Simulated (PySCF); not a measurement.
# C7H13N: circular dichroism and optical rotation, excited states, first hyperpolarisability

Wanted: circular dichroism and optical rotation, excited states, first hyperpolarisability for C7H13N (`CC=C=C(C)N(C)C`).

Computed with PySCF 2.14.0 and routines of our own; the level stands in each step. Atoms count from 0.

## 1. The system as given

21 atoms, charge 0, multiplicity 1; geometry from: GFN2-xTB.

## 2. Optimising the geometry at PBE0-D3(BJ)/def2-SVP

The job: settings as JSON, then the geometry in Å.

```
{"job": {"xc": "PBE0", "basis": "def2-SVP", "d3": "d3bj", "grid": 2, "kind": "geom"}, "charge": 0, "multiplicity": 1}
C      3.008164    -1.040141    -0.240806
C      1.903420    -0.526187    -1.119349
C      0.829909     0.054287    -0.675785
C     -0.235185     0.674635    -0.234204
C     -0.212845     2.168861    -0.043239
N     -1.457128     0.016520    -0.009512
C     -1.407389    -1.416534    -0.179139
C     -2.227364     0.427005     1.142744
H      3.955270    -0.580494    -0.522323
H      2.804764    -0.818513     0.803966
H      3.110629    -2.119104    -0.359291
H      2.056400    -0.675375    -2.184905
H      0.690250     2.576405    -0.490045
H     -1.079140     2.623062    -0.521024
H     -0.217095     2.429338     1.015189
H     -0.959415    -1.641319    -1.145959
H     -2.422520    -1.812506    -0.157190
H     -0.814443    -1.917940     0.599505
H     -2.379251     1.503245     1.131558
H     -3.204600    -0.054365     1.095071
H     -1.751352     0.146062     2.094266
```

Launch:

```sh
$ OMP_NUM_THREADS=1 python excited_run.py task.json out
```

The driver reads the jobs from task.json and runs them one after another.

The program printed:

```text
step   0  E = -328.63175179  max force = 0.017169
step   1  E = -328.63397886  max force = 0.003292
step   2  E = -328.63403402  max force = 0.001017
step   3  E = -328.63403983  max force = 0.001713
step   4  E = -328.63405568  max force = 0.000424
step   5  E = -328.63406213  max force = 0.000319
optimisation converged
```

Wall time 98 s (1 thread of Arm Neoverse V1, shared host); peak memory 0.81 GiB.

Along the way:

| step | energy from step 0 (eV) | largest force component (eV/Å) |
| --- | --- | --- |
| 0 | 0.0000 | 0.8829 |
| 1 | -0.0606 | 0.1693 |
| 2 | -0.0621 | 0.0523 |
| 3 | -0.0623 | 0.0881 |
| 4 | -0.0627 | 0.0218 |
| 5 | -0.0629 | 0.0164 |

Close pairs (by a distance rule), those that changed most:

| bond | before (Å) | after (Å) | change (Å) |
| --- | --- | --- | --- |
| C2–C3 | 1.309 | 1.326 | +0.016 |
| C1–H11 | 1.087 | 1.102 | +0.015 |
| C1–C2 | 1.299 | 1.312 | +0.014 |
| C4–H13 | 1.089 | 1.102 | +0.013 |
| C0–H8 | 1.090 | 1.103 | +0.013 |
| C0–H10 | 1.090 | 1.103 | +0.013 |
| C4–H14 | 1.090 | 1.102 | +0.012 |
| C0–H9 | 1.087 | 1.099 | +0.012 |

The end geometry stands in the next job.

| at the end point | value |
| --- | --- |
| point group (found at 0.08 Å tolerance) | C1 |
| rotational constants (GHz, main isotopes) | 3.220, 1.206, 0.975 |
| dipole moment (D) | 0.95 |

## 3. Circular dichroism and optical rotation: TDDFT CAM-B3LYP/aug-cc-pVDZ

The job: settings as JSON, then the geometry in Å.

```
{"job": {"kind": "ecd", "xc": "CAM-B3LYP", "basis": "aug-cc-pVDZ", "nstates": 12}, "charge": 0, "multiplicity": 1}
C      3.297813    -1.319392    -0.047462
C      2.146321    -0.815651    -0.869059
C      1.063848    -0.242705    -0.397528
C     -0.029531     0.388507     0.007056
C     -0.017935     1.885977     0.167718
N     -1.243844    -0.270124     0.244479
C     -1.236575    -1.694121     0.043043
C     -2.035956     0.163048     1.369319
H      4.241197    -0.836602    -0.353346
H      3.138766    -1.126712     1.022574
H      3.437406    -2.404524    -0.188343
H      2.239910    -0.954447    -1.958384
H      0.908063     2.299333    -0.250091
H     -0.874827     2.335720    -0.359477
H     -0.073848     2.188796     1.225833
H     -0.806853    -1.927733    -0.941502
H     -2.268089    -2.075510     0.075630
H     -0.638078    -2.237657     0.804429
H     -2.160472     1.253891     1.368226
H     -3.040379    -0.281055     1.298398
H     -1.604093    -0.131633     2.349833
```

With the program's defaults for keys left out, this is: TDDFT CAM-B3LYP/aug-cc-pVDZ circular dichroism and optical rotation, one conformer, gas phase.

The program printed:

```text
coarse grid: 16728 points
cycle   1  E = -329.0259542084  dE =  1.077e+00  |g| = 3.356e-01  |ddm| = 1.761e+01
cycle   2  E = -329.0406658921  dE = -1.471e-02  |g| = 2.817e-01  |ddm| = 2.314e+00
cycle   3  E = -329.0604440773  dE = -1.978e-02  |g| = 5.996e-02  |ddm| = 1.024e+00
cycle   4  E = -329.0611345928  dE = -6.905e-04  |g| = 3.361e-02  |ddm| = 2.572e-01
cycle   5  E = -329.0614052236  dE = -2.706e-04  |g| = 5.474e-03  |ddm| = 8.969e-02
cycle   6  E = -329.0614115403  dE = -6.317e-06  |g| = 2.174e-03  |ddm| = 1.587e-02
final grid: 159288 points
cycle   7  E = -329.0897079582  dE = -2.598e-05  |g| = 4.653e-03  |ddm| = 3.283e-01
cycle   8  E = -329.0897072151  dE =  7.431e-07  |g| = 5.158e-03  |ddm| = 3.599e-02
cycle   9  E = -329.0897134526  dE = -6.237e-06  |g| = 7.308e-04  |ddm| = 1.091e-02
cycle  10  E = -329.0897135766  dE = -1.241e-07  |g| = 1.681e-04  |ddm| = 2.249e-03
cycle  11  E = -329.0897135842  dE = -7.548e-09  |g| = 6.541e-05  |ddm| = 1.108e-03
cycle  12  E = -329.0897135853  dE = -1.095e-09  |g| = 1.416e-05  |ddm| = 2.345e-04
cycle  13  E = -329.0897135854  dE = -1.122e-10  |g| = 4.424e-06  |ddm| = 7.506e-05
converged SCF energy = -329.0897135854

Singlet excitations and rotatory strengths (1e-40 esu^2 cm^2)
state   eV       nm     f(len)   f(vel)    R(len)    R(vel)   main configurations
  1   4.7211   262.6  0.00170  0.00183   -14.381   -14.926   H->L+10 0.25, H->L 0.17, H->L+9 0.15
  2   4.8033   258.1  0.01510  0.01481     4.630     4.577   H->L 0.70
  3   5.2935   234.2  0.10821  0.10486     6.565     6.355   H->L+1 0.78
  4   5.4001   229.6  0.00375  0.00362    -5.540    -5.415   H->L+2 0.84
  5   5.4472   227.6  0.04562  0.04644    -7.324    -7.259   H->L+3 0.81
  6   5.8480   212.0  0.12875  0.12489    59.976    59.045   H->L+4 0.59, H->L+7 0.09
  7   5.9950   206.8  0.00920  0.00916   -18.736   -18.656   H->L+5 0.51, H->L+6 0.33
  8   6.0588   204.6  0.00699  0.00693    10.772    11.033   H->L+6 0.55, H->L+5 0.28
  9   6.0983   203.3  0.00095  0.00097     1.263     1.411   H-1->L+1 0.40, H-1->L 0.25, H-1->L+14 0.14
 10   6.1456   201.7  0.04032  0.03970   -12.876   -12.810   H->L+8 0.51, H->L+7 0.19
 11   6.1713   200.9  0.00732  0.00699     0.044     0.007   H->L+7 0.37, H->L+4 0.22, H->L+8 0.21
 12   6.4656   191.8  0.02080  0.02025   -17.308   -17.138   H-1->L 0.32, H-1->L+14 0.12

Specific rotation (deg / (dm g/mL))
    nm     length   length(OI)   velocity    alpha(len)  alpha(vel)
  633.0     270.36     269.50     255.69      109.141    107.266
  589.3     317.68     316.64     300.18      109.802    107.914
  546.0     378.38     377.11     357.10      110.644    108.740
  436.0     644.96     642.47     604.72      114.343    112.367
  405.0     771.09     767.89     719.98      116.157    114.145
  365.0     984.61     979.87     909.83      119.557    117.477
  355.0    1045.53    1040.20     961.73      120.694    118.592
```

Wall time 3.4 min (1 thread of Arm Neoverse V1, shared host); peak memory 1.4 GiB.

The fields below are evaluated on a grid from the run's orbitals.

Frontier orbitals at CAM-B3LYP/aug-cc-pVDZ, with the share of their density that lies nearest to each atom:

| orbital | energy (eV) | lies on |
| --- | --- | --- |
| HOMO | -6.75 | N5 34 %; C2 29 %; C3 12 % |
| LUMO | 0.31 | 5 H atoms about 10 % each; H9, H13, H17 about 7 % each |

ELF in a plane through or near 8 of the atoms.

Values, 10 rows by 14 columns:
```
0.00 0.00 0.00 0.00 0.00 0.00 0.00 0.00 0.00 0.00 0.00 0.00 0.00 0.00
0.00 0.00 0.00 0.00 0.00 0.00 0.00 0.01 0.01 0.00 0.00 0.00 0.00 0.00
0.00 0.00 0.00 0.00 0.00 0.00 0.22 0.20 0.86 0.17 0.00 0.00 0.00 0.00
0.00 0.00 0.19 0.25 0.01 0.04 0.03 0.35 0.97 0.06 0.23 0.02 0.00 0.00
0.00 0.07 0.99 0.98 0.21 0.19 0.69 0.58 0.08 0.83 1.00 0.36 0.00 0.00
0.00 0.01 0.22 0.56 0.55 0.14 0.63 0.20 0.56 0.12 0.75 0.38 0.00 0.00
0.00 0.00 0.78 1.00 0.39 0.05 0.03 0.53 0.20 0.19 0.98 0.93 0.00 0.00
0.00 0.00 0.01 0.42 0.01 0.00 0.33 1.00 0.53 0.12 0.01 0.00 0.00 0.00
0.00 0.00 0.00 0.00 0.00 0.00 0.00 0.08 0.02 0.01 0.00 0.00 0.00 0.00
0.00 0.00 0.00 0.00 0.00 0.00 0.00 0.00 0.00 0.00 0.00 0.00 0.00 0.00
```
The map spans 13.3 Å across and 10.5 Å up, centred on the molecule. Atoms in the plane (x, y in Å): C0 (-3.2, -0.1), C7 (2.5, -0.2), H8 (-4.0, 0.6), H10 (-3.7, -1.1), H14 (1.2, 2.3), H17 (0.4, -2.1), H18 (2.9, 0.8), H19 (3.3, -0.9).

log10 of the density (e/Å³) in the same plane.

Values, 10 rows by 14 columns:
```
-4.0 -4.0 -4.0 -4.0 -4.0 -4.0 -4.0 -4.0 -4.0 -4.0 -4.0 -4.0 -4.0 -4.0
-4.0 -4.0 -4.0 -4.0 -4.0 -3.9 -3.0 -2.5 -2.6 -3.1 -4.0 -4.0 -4.0 -4.0
-4.0 -4.0 -4.0 -4.0 -3.9 -3.0 -2.0 -1.2 -0.9 -1.9 -3.0 -4.0 -4.0 -4.0
-4.0 -3.3 -2.4 -1.9 -2.2 -2.0 -1.7 -0.6  0.0 -1.3 -1.7 -2.7 -4.0 -4.0
-4.0 -2.5 -1.0 -0.1 -0.8 -1.1 -0.7 -0.5 -0.9 -0.4  0.0 -1.8 -3.4 -4.0
-4.0 -2.6 -1.3  0.2  0.1 -0.9 -0.8 -0.9 -0.3  0.6  0.0 -1.4 -3.1 -4.0
-4.0 -3.0 -1.5  0.0 -0.9 -1.7 -1.6 -0.7 -0.7 -0.8 -0.4 -1.4 -3.2 -4.0
-4.0 -3.8 -2.8 -2.1 -2.6 -2.9 -1.8 -0.3 -0.8 -1.6 -2.2 -2.9 -4.0 -4.0
-4.0 -4.0 -4.0 -4.0 -4.0 -3.9 -3.0 -2.3 -2.3 -2.7 -3.4 -4.0 -4.0 -4.0
-4.0 -4.0 -4.0 -4.0 -4.0 -4.0 -4.0 -3.9 -3.9 -4.0 -4.0 -4.0 -4.0 -4.0
```
The map spans 13.3 Å across and 10.5 Å up, centred on the molecule. Atoms in the plane (x, y in Å): C0 (-3.2, -0.1), C7 (2.5, -0.2), H8 (-4.0, 0.6), H10 (-3.7, -1.1), H14 (1.2, 2.3), H17 (0.4, -2.1), H18 (2.9, 0.8), H19 (3.3, -0.9).

On the surface of density 0.002 e/bohr³ the electrostatic potential runs, from the 1st to the 99th percentile, from -0.92 V near N5 to 0.74 V near H19.

## 4. Excited states: TDA wB97X-D/def2-TZVP

Settings changed since step 3:

```diff
@@ -1,2 +1,2 @@
-{"job": {"kind": "ecd", "xc": "CAM-B3LYP", "basis": "aug-cc-pVDZ", "nstates": 12}, "charge": 0, "multiplicity": 1}
+{"job": {"kind": "states", "xc": "wB97X-D", "basis": "def2-TZVP", "tda": true, "soc": true, "nstates": 6, "ntriplets": 5, "nquad": 4}, "charge": 0, "multiplicity": 1}
 C      3.297813    -1.319392    -0.047462
```

With the program's defaults for keys left out, this is: TDA wB97X-D/def2-TZVP excited states, vertical, gas phase, spin-orbit mean-field couplings.

The program printed:

```text
coarse grid: 16728 points
cycle   1  E = -329.2432063063  dE =  1.087e+00  |g| = 3.327e-01  |ddm| = 3.417e+00
cycle   2  E = -329.2618207175  dE = -1.861e-02  |g| = 2.455e-01  |ddm| = 7.351e-01
cycle   3  E = -329.2754457761  dE = -1.363e-02  |g| = 5.836e-02  |ddm| = 3.155e-01
cycle   4  E = -329.2761663582  dE = -7.206e-04  |g| = 2.793e-02  |ddm| = 9.821e-02
cycle   5  E = -329.2763453773  dE = -1.790e-04  |g| = 5.163e-03  |ddm| = 3.423e-02
cycle   6  E = -329.2763517220  dE = -6.345e-06  |g| = 2.310e-03  |ddm| = 1.390e-02
final grid: 159288 points
cycle   7  E = -329.2575414555  dE = -2.541e-04  |g| = 7.449e-03  |ddm| = 1.595e-01
cycle   8  E = -329.2575432868  dE = -1.831e-06  |g| = 7.442e-03  |ddm| = 2.352e-02
cycle   9  E = -329.2575538979  dE = -1.061e-05  |g| = 9.365e-04  |ddm| = 6.734e-03
cycle  10  E = -329.2575540939  dE = -1.960e-07  |g| = 5.259e-04  |ddm| = 2.832e-03
cycle  11  E = -329.2575541622  dE = -6.829e-08  |g| = 1.062e-04  |ddm| = 9.300e-04
cycle  12  E = -329.2575541664  dE = -4.178e-09  |g| = 4.533e-05  |ddm| = 3.637e-04
cycle  13  E = -329.2575541674  dE = -9.870e-10  |g| = 1.265e-05  |ddm| = 1.977e-04
converged SCF energy = -329.2575541674

Singlet excitations
state   eV       nm        f     d(h-e)  d(exc)  Lambda  PR(NTO)  |dmu|/D   mu/D   main configurations
  1   4.8194   257.3   0.00283   1.204   2.860   0.517   1.014    3.530    4.328   H->L 0.90
  2   6.0433   205.2   0.05648   0.764   3.495   0.422   1.037    3.570    2.732   H->L+2 0.89
  3   6.2986   196.8   0.40807   0.974   3.251   0.649   1.110    3.178    3.965   H->L+1 0.78, H-1->L+1 0.10
  4   6.5132   190.4   0.06433   0.683   2.856   0.535   1.034    1.457    0.993   H-1->L+1 0.78, H->L+1 0.08
  5   7.1729   172.9   0.01890   0.749   3.811   0.414   1.080                     H->L+3 0.84
  6   7.3366   169.0   0.00374   0.555   3.529   0.404   1.214                     H->L+4 0.43, H->L+5 0.37

Triplet excitations (Tamm-Dancoff)
state   eV     d(h-e)  d(exc)  Lambda  PR(NTO)   main configurations
  1   4.1914   0.298   2.530   0.645   1.119   H->L+1 0.67
  2   4.4583   1.102   2.789   0.528   1.010   H->L 0.83
  3   4.6773   0.052   2.262   0.769   1.152   H-1->L 0.81
  4   6.0278   0.671   3.524   0.414   1.040   H->L+2 0.91
  5   6.1858   0.918   2.775   0.507   1.020   H-1->L+1 0.88
S1 - T1 = 0.6280 eV

Spin-orbit couplings |<S|Hso|T>| (cm-1)
             T1       T2       T3       T4       T5
S0        1.007    8.076    1.994    0.868   11.770
S1        4.868    0.409    3.517    0.688    0.163
S2        0.564    1.762    0.240    0.242    0.720
S3        1.350    3.495    1.253    0.748    2.064
S4        1.629    0.328    5.419    0.272    1.114
S5        1.102    1.288    0.564    0.534    0.535
S6        0.701    1.142    0.556    0.195    1.032
T1 sublevels (cm-1): 0.000 0.000 0.012   radiative rates (1/s): 0.271 0.091 0.939
```

Wall time 2 min (1 thread of Arm Neoverse V1, shared host); peak memory 1.4 GiB.

From this job:

| quantity | value |
| --- | --- |
| S1 less T1 | 0.63 eV |

## 5. Excited states: TDDFT CAM-B3LYP/aug-cc-pVDZ

Settings changed since step 4:

```diff
@@ -1,2 +1,2 @@
-{"job": {"kind": "states", "xc": "wB97X-D", "basis": "def2-TZVP", "tda": true, "soc": true, "nstates": 6, "ntriplets": 5, "nquad": 4}, "charge": 0, "multiplicity": 1}
+{"job": {"kind": "states", "xc": "CAM-B3LYP", "basis": "aug-cc-pVDZ", "tpa": true, "nstates": 8, "nquad": 6, "ntriplets": 0}, "charge": 0, "multiplicity": 1}
 C      3.297813    -1.319392    -0.047462
```

Level: TDDFT CAM-B3LYP/aug-cc-pVDZ excited states, vertical, gas phase, two-photon moments by quadratic response.

The program printed:

```text
coarse grid: 16728 points
cycle   1  E = -329.0259542084  dE =  1.077e+00  |g| = 3.356e-01  |ddm| = 1.761e+01
cycle   2  E = -329.0406658921  dE = -1.471e-02  |g| = 2.817e-01  |ddm| = 2.314e+00
cycle   3  E = -329.0604440773  dE = -1.978e-02  |g| = 5.996e-02  |ddm| = 1.024e+00
cycle   4  E = -329.0611345928  dE = -6.905e-04  |g| = 3.361e-02  |ddm| = 2.572e-01
cycle   5  E = -329.0614052236  dE = -2.706e-04  |g| = 5.474e-03  |ddm| = 8.969e-02
cycle   6  E = -329.0614115403  dE = -6.317e-06  |g| = 2.174e-03  |ddm| = 1.587e-02
final grid: 159288 points
cycle   7  E = -329.0897079582  dE = -2.598e-05  |g| = 4.653e-03  |ddm| = 3.283e-01
cycle   8  E = -329.0897072151  dE =  7.431e-07  |g| = 5.158e-03  |ddm| = 3.599e-02
cycle   9  E = -329.0897134526  dE = -6.237e-06  |g| = 7.308e-04  |ddm| = 1.091e-02
cycle  10  E = -329.0897135766  dE = -1.241e-07  |g| = 1.681e-04  |ddm| = 2.249e-03
cycle  11  E = -329.0897135842  dE = -7.548e-09  |g| = 6.541e-05  |ddm| = 1.108e-03
cycle  12  E = -329.0897135853  dE = -1.095e-09  |g| = 1.416e-05  |ddm| = 2.345e-04
cycle  13  E = -329.0897135854  dE = -1.122e-10  |g| = 4.424e-06  |ddm| = 7.506e-05
converged SCF energy = -329.0897135854

Singlet excitations
state   eV       nm        f     d(h-e)  d(exc)  Lambda  PR(NTO)  |dmu|/D   mu/D   delta(TPA)   sigma/GM   main configurations
  1   4.7211   262.6   0.00170   0.772   3.375   0.303   1.030    2.051    2.824       61.34      0.501   H->L+10 0.25, H->L 0.17, H->L+9 0.15
  2   4.8034   258.1   0.01510   0.505   4.298   0.267   1.030    2.920    2.280      412.35      3.485   H->L 0.70
  3   5.2935   234.2   0.10818   1.092   5.097   0.249   1.050    3.729    4.546      431.63      4.431   H->L+1 0.78
  4   5.4002   229.6   0.00375   0.500   5.081   0.183   1.019    2.923    2.196       99.52      1.063   H->L+2 0.84
  5   5.4472   227.6   0.04562   0.515   4.920   0.214   1.023    1.680    1.358      521.33      5.667   H->L+3 0.81
  6   5.8480   212.0   0.12873   0.910   5.027   0.246   1.045    4.748    3.961      282.31      3.537   H->L+4 0.59, H->L+7 0.09
  7   5.9951   206.8   0.00920   0.405   5.359   0.202   1.037                                            H->L+5 0.51, H->L+6 0.33
  8   6.0588   204.6   0.00698   0.240   5.386   0.212   1.044                                            H->L+6 0.55, H->L+5 0.28
```

Run time: 2.1 min. Hardware: 1 thread of Arm Neoverse V1, shared host; peak memory 1.3 GiB.

## 6. First hyperpolarisability: quadratic response CAM-B3LYP/aug-cc-pVDZ

Settings changed since step 5:

```diff
@@ -1,2 +1,2 @@
-{"job": {"kind": "states", "xc": "CAM-B3LYP", "basis": "aug-cc-pVDZ", "tpa": true, "nstates": 8, "nquad": 6, "ntriplets": 0}, "charge": 0, "multiplicity": 1}
+{"job": {"kind": "beta", "xc": "CAM-B3LYP", "basis": "aug-cc-pVDZ"}, "charge": 0, "multiplicity": 1}
 C      3.297813    -1.319392    -0.047462
```

Level: quadratic response CAM-B3LYP/aug-cc-pVDZ first hyperpolarisability, Taylor convention, gas phase.

The program printed:

```text
coarse grid: 16728 points
cycle   1  E = -329.0259542084  dE =  1.077e+00  |g| = 3.356e-01  |ddm| = 1.761e+01
cycle   2  E = -329.0406658921  dE = -1.471e-02  |g| = 2.817e-01  |ddm| = 2.314e+00
cycle   3  E = -329.0604440773  dE = -1.978e-02  |g| = 5.996e-02  |ddm| = 1.024e+00
cycle   4  E = -329.0611345928  dE = -6.905e-04  |g| = 3.361e-02  |ddm| = 2.572e-01
cycle   5  E = -329.0614052236  dE = -2.706e-04  |g| = 5.474e-03  |ddm| = 8.969e-02
cycle   6  E = -329.0614115403  dE = -6.317e-06  |g| = 2.174e-03  |ddm| = 1.587e-02
final grid: 159288 points
cycle   7  E = -329.0897079582  dE = -2.598e-05  |g| = 4.653e-03  |ddm| = 3.283e-01
cycle   8  E = -329.0897072151  dE =  7.431e-07  |g| = 5.158e-03  |ddm| = 3.599e-02
cycle   9  E = -329.0897134526  dE = -6.237e-06  |g| = 7.308e-04  |ddm| = 1.091e-02
cycle  10  E = -329.0897135766  dE = -1.241e-07  |g| = 1.681e-04  |ddm| = 2.249e-03
cycle  11  E = -329.0897135842  dE = -7.548e-09  |g| = 6.541e-05  |ddm| = 1.108e-03
cycle  12  E = -329.0897135853  dE = -1.095e-09  |g| = 1.416e-05  |ddm| = 2.345e-04
cycle  13  E = -329.0897135854  dE = -1.122e-10  |g| = 4.424e-06  |ddm| = 7.506e-05
converged SCF energy = -329.0897135854

Lowest singlets (eV, f): 4.7211 0.0017  4.8034 0.0151  5.2935 0.1082

First hyperpolarisability (au)
process     nm      |vector|   parallel      HRS      DR
static         -      396.19      56.48     161.78   5.246
shg       1907.0      435.17      62.98     177.58    5.22
eope      1907.0      408.57      58.55          -       -
shg       1064.0      545.37      80.92     222.35   5.132
eope      1064.0      438.13      63.48          -       -
```

Wall time 1.8 min (1 thread of Arm Neoverse V1, shared host); peak memory 1.4 GiB.

## 7. Summary of results

| quantity | value |
| --- | --- |
| point group | C1 |
| rotational constants (main isotopes) | 3.22, 1.21, 0.98 GHz |
| state of largest rotatory strength (velocity form) among 12 (step 3, TDDFT CAM-B3LYP/aug-cc-pVDZ) | 5.85 eV, R = +59.0 (velocity), +60.0 (length) ·10⁻⁴⁰ esu² cm² |
| specific rotation at 633.0 nm (step 3, TDDFT CAM-B3LYP/aug-cc-pVDZ) | 255.7 (velocity), 270.4 (length) |
| surface potential, 1st and 99th percentile | -0.92 V and 0.74 V |
| S1 less T1 (step 4, TDA wB97X-D/def2-TZVP) | 0.63 eV |
| β vector (step 6, quadratic response CAM-B3LYP/aug-cc-pVDZ) | static 396, SHG 1907.0 nm 435, SHG 1064.0 nm 545 au |

**Reading.** Over 5 steps the energy fell by 0.063 eV; of the close pairs, C2–C3 changed most, 1.309 to 1.326 Å. No frequency check was run at this level, so the end point may be a saddle. Rotations belong to one conformer and to the handedness of the start. In step 4, the number of triplets below S1 is 3, and the largest singlet-triplet spin-orbit coupling is S0–T5, 11.77 cm⁻¹. β grows from 396 au (static) to 545 au for doubling at 1064.0 nm: normal dispersion, which grows as twice the photon energy moves toward the bright states.
